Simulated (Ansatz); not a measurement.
# ZnS (singlet): wave-function methods side by side, def2-TZVPP

The task here is to estimate one member of a computed series from the others.

Method: def2-TZVPP, core rule «outside noble gas», up to 14 orbitals frozen; program: Ansatz 0.2.0, Gaussian basis.

To be run: UHF; CCSD(T) on RHF; CCSD(T) on UHF; CCSDT(Q) on RHF; CCSDT(Q) on UHF; CASSCF and NEVPT2, 18 electrons in 10 orbitals.

4 further runs of the same task are left out: 4 set aside as unsound or not needed.

### The geometry

The geometry is a PBE0/def2-TZVP stationary point (not a proven minimum).

2 atoms, charge 0, spin multiplicity 1.

Atoms are counted from 1 here; the program's logs count them from 0.

Bond lengths: Zn1–S2 2.056 Å.

Set-up of the first run:

Contents of in.yaml:

```yaml
crystal:
  periodic: [false, false, false]
  atoms:
    - {symbol: Zn, position_ang: [0.000000, 0.000000, 0.000000]}
    - {symbol: S, position_ang: [0.000000, 0.000000, 2.056000]}
basis:
  gaussian: {orbitals: def2-TZVPP}
magnetization: {spin_polarized: true, initial_magnetization: 0}
hamiltonian: {xc: hf}
output: {orbitals: {seedname: orbitals}}
```

Run with:

```sh
ansatz run in.yaml --threads 1 --pin off --events-out ev --progress --plain --max-ram 4096MiB --backend cpu
```

Among the steps run: UHF; CCSD(T) on RHF; CCSD(T) on UHF; CCSDT(Q) on RHF; CCSDT(Q) on UHF; CASSCF and NEVPT2, 18 electrons in 10 orbitals.

One table of the session follows, with a row left open; its other results are not shown here.

```
        method  from RCCSDT(Q) (meV)
           RHF              +18069.0
           UHF                     ?
          RMP2                -191.6
         RCCSD                +772.9
      RCCSD(T)                 +27.2
        RCCSDT                 +39.8
     RCCSDT(Q)                     0
CASSCF valence              +17429.1
NEVPT2 valence               +1816.3
```

Estimate the missing values for UHF.

As computed: from RCCSDT(Q) (meV): +17478.3. In the column «from RCCSDT(Q) (meV)» it lies between CASSCF valence (+17429.1) and RHF (+18069.0).

Not comparable, so not listed: CCSD(T) on UHF; CCSDT(Q) on UHF (they don't share determinant, frozen orbitals or solution with the rows shown, or repeat one).

Caveats from the session: The determinant is far from a pure spin state, so its energy mixes those of several spin states (harmless only where they are near-degenerate, as at dissociation). Warnings: restricted reference is unstable; spin contamination; large T1 diagnostic.
